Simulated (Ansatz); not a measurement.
# C2H4AlN: the cost of one run

All numbers below are computed with Ansatz 0.2.0 (RKS r2SCAN-D4/6-31G*).

## 1. The structure to begin with

Bond lengths: N1–C2 1.210 Å, C2–C3 1.304 Å, C3–Al4 1.958 Å, N1–H5 1.005 Å, C3–H6 1.085 Å, Al4–H7 1.552 Å, Al4–H8 1.547 Å. Angles: N1–C2–C3 169.6°, C2–N1–H5 125.9°, C2–C3–Al4 116.3°, C2–C3–H6 118.8°, Al4–C3–H6 124.9°, C3–Al4–H7 121.6°, C3–Al4–H8 124.0°, H7–Al4–H8 114.4°.

As a file:

```xyz
8

N    -0.0860    2.2092   -0.1770
C     0.4032    1.1145   -0.0123
C     0.7810   -0.0803    0.3492
Al   -0.5387   -1.5107    0.1303
H    -0.1258    2.7122   -1.0465
H     1.7948   -0.2209    0.7091
H    -1.6367   -1.4435   -0.9643
H    -0.5917   -2.7807    1.0116
```

## 2. Relaxing the start

input.yaml

```yaml
crystal:
  periodic: [false, false, false]
  atoms:
    - { symbol: "N", position_ang: [-0.08602, 2.20925, -0.17699] }
    - { symbol: C, position_ang: [0.40315, 1.11453, -0.01235] }
    - { symbol: C, position_ang: [0.78099, -0.08031, 0.34915] }
    - { symbol: Al, position_ang: [-0.53867, -1.51072, 0.13033] }
    - { symbol: H, position_ang: [-0.12581, 2.71223, -1.04647] }
    - { symbol: H, position_ang: [1.79477, -0.22088, 0.70906] }
    - { symbol: H, position_ang: [-1.63669, -1.44346, -0.96434] }
    - { symbol: H, position_ang: [-0.59172, -2.78065, 1.01162] }
basis:
  gaussian: { orbitals: "6-31G*" }
hamiltonian:
  xc: r2scan
  dispersion: d4
relax:
  f_tol: 0.02
  max_steps: 40
scf:
  lower_state_search: "off"
```

Launch:

```
ansatz run input.yaml --threads 1 --pin off --max-ram 2048MiB --backend cpu --events-out ev --progress --plain --runs-dir out
```

What time and memory should one allow on 1 thread of Arm Neoverse V1, shared host?

About 34 s, with a peak of 0.12 GiB.
